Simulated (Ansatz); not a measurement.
# AlH3O2S, SMILES [OH][Al]([OH])[SH]: a rigid scan of one bond length

Computed with Ansatz's Python interface.

Notebook, run cell by cell (the value of a cell's last expression is shown):

```python
import warnings

import ansatz as az
from ase import Atoms
import matplotlib.pyplot as plt
import numpy as np
```

```python
BASIS = "6-31G*"
FUNCTIONAL = "pbe0"
```

```python
warnings.simplefilter("ignore", az.DeckWarning)

atoms = Atoms(["O", "Al", "O", "S", "H", "H", "H"], positions=[
    [-1.3912, 0.992, 0.6796],
    [-0.0238, -0.0372, 0.2174],
    [1.6412, 0.4123, 0.7495],
    [-0.2845, -1.8944, -1.0195],
    [-1.5024, 1.6791, -0.0946],
    [1.7764, -0.0209, 1.6393],
    [-0.1543, -1.1989, -2.2174],
])
alh3o2s = az.Crystal.molecule_from_ase(atoms)
```

```python
symbols = [site.symbol for site in alh3o2s.cartesian_sites]
start = np.array([site.position_ang for site in alh3o2s.cartesian_sites])
axis = (start[3] - start[1]) / np.linalg.norm(start[3] - start[1])
moving = [3, 6]
lengths, energies = [1.977, 2.067, 2.157, 2.247, 2.336, 2.426, 2.516, 2.651], []
for length in lengths:
    xyz = start.copy()
    xyz[moving] += (length - np.linalg.norm(start[3] - start[1])) * axis
    point = az.Crystal.molecule()
    for symbol, place in zip(symbols, xyz):
        point = point.atom(symbol, place.tolist())
    calc = (
        point.calculation()
        .basis(gaussian=BASIS)
        .functional(FUNCTIONAL)
    )
    report = calc.run(threads=1, backend="cpu").report
    energies.append(report["free_energy_ev"])
    print(f"r = {length:6.3f} A  E = {energies[-1]:.5f} eV  <S^2> = {abs(report['mean_field']['state']['spin_squared']):.3f}")
```

    r =  1.977 A  E = -21565.37049 eV  <S^2> = 0.000
    r =  2.067 A  E = -21565.69444 eV  <S^2> = 0.000
    r =  2.157 A  E = -21565.83160 eV  <S^2> = 0.000
    r =  2.247 A  E = -21565.83690 eV  <S^2> = 0.000
    r =  2.336 A  E = -21565.75154 eV  <S^2> = 0.000
    r =  2.426 A  E = -21565.60237 eV  <S^2> = 0.000
    r =  2.516 A  E = -21565.41117 eV  <S^2> = 0.000
    r =  2.651 A  E = -21565.07841 eV  <S^2> = 0.000

```python
# quartic fit about the minimum
fit = np.polynomial.Polynomial.fit(lengths, np.array(energies) - min(energies), 4).convert()
roots = [r.real for r in fit.deriv().roots() if abs(r.imag) < 1e-9 and fit.deriv(2)(r.real) > 0]
r_e = min(roots, key=lambda r: abs(r - lengths[int(np.argmin(energies))]))
print(f"minimum of the fit at {r_e:.4f} A, force constant {fit.deriv(2)(r_e):.2f} eV/A^2")
plt.figure(figsize=(4.5, 3))
plt.plot(lengths, np.array(energies) - min(energies), "o-")
plt.xlabel("bond length (A)")
plt.ylabel("E - E(min) (eV)")
plt.tight_layout()
plt.savefig("scan.png", dpi=100)
```

    minimum of the fit at 2.2049 A, force constant 13.62 eV/A^2

Reading the output:
- These settings explore the input space; basis and method may be short of convergence.
- The rest of the molecule is held rigid at a force-field or estimated start geometry, and the basis set is modest; single-reference methods fail as a bond breaks.
- The orbitals are restricted, so S² is zero by construction.
- The whole script took 13 s on 1 thread of Intel(R) Xeon(R) Platinum 8488C (Sapphire Rapids) (shared host), peak memory 0.25 GiB.

(Lines on the test bed's own set-up are left out of the output.)
